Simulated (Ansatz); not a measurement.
What does this script print? It uses Ansatz 0.2.0 through its Python package.

The script, `disp.py`:
```python
import ansatz as az
from ase import Atoms

atoms = Atoms(['C', 'Al', 'Br', 'H', 'H', 'H', 'H'], positions=[
    (-0.7376, 0.4703, -0.2887),
    (0.8884, -0.4552, 0.1589),
    (0.8741, -2.0099, 1.9348),
    (-0.5493, 1.6182, -0.199),
    (-1.595, 0.1868, 0.3674),
    (-1.0719, 0.298, -1.3481),
    (2.2525, -0.1762, -0.6709),
])
molecule = az.Crystal.molecule_from_ase(atoms)

calc = molecule.calculation().basis(gaussian='def2-SVP')
for name in ['r2scan', 'blyp']:
    for correction in ('d3bj', 'd4'):
        rep = calc.functional(name, dispersion=correction).run(threads=1).report
        print(f'{name:8s} {correction:5s} total {rep["free_energy_ev"]:.5f} eV, of which dispersion {1000 * rep["dispersion"]["energy"]["ev"]:.2f} meV')
```

```console
$ python disp.py
DeckWarning: the engine holds no damping parameters fitted to this dispersion correction and functional, so the run takes those fitted to r2scan beside the three-body term, which d3bj leaves out (hamiltonian.dispersion, under Limitations)
r2scan   d3bj  total -77734.23457 eV, of which dispersion -33.79 meV
r2scan   d4    total -77734.22770 eV, of which dispersion -26.92 meV
blyp     d3bj  total -77735.90308 eV, of which dispersion -266.98 meV
blyp     d4    total -77735.87972 eV, of which dispersion -243.63 meV
```
(Warnings from the package without file and line.)

What to keep in mind:
- Total energies depend on the basis set; only differences at equal settings carry meaning.
- The geometry is a force-field or estimated start, not a minimum of this method, and the basis set is short of its limit. D4 holds the three-body term, and d3bj doesn't.
- A dispersion term here runs with damping parameters fitted for another variant or functional.
- Finished in 9.8 s on 1 thread of Arm Neoverse V2, with other jobs on the host, peak memory 0.21 GiB.
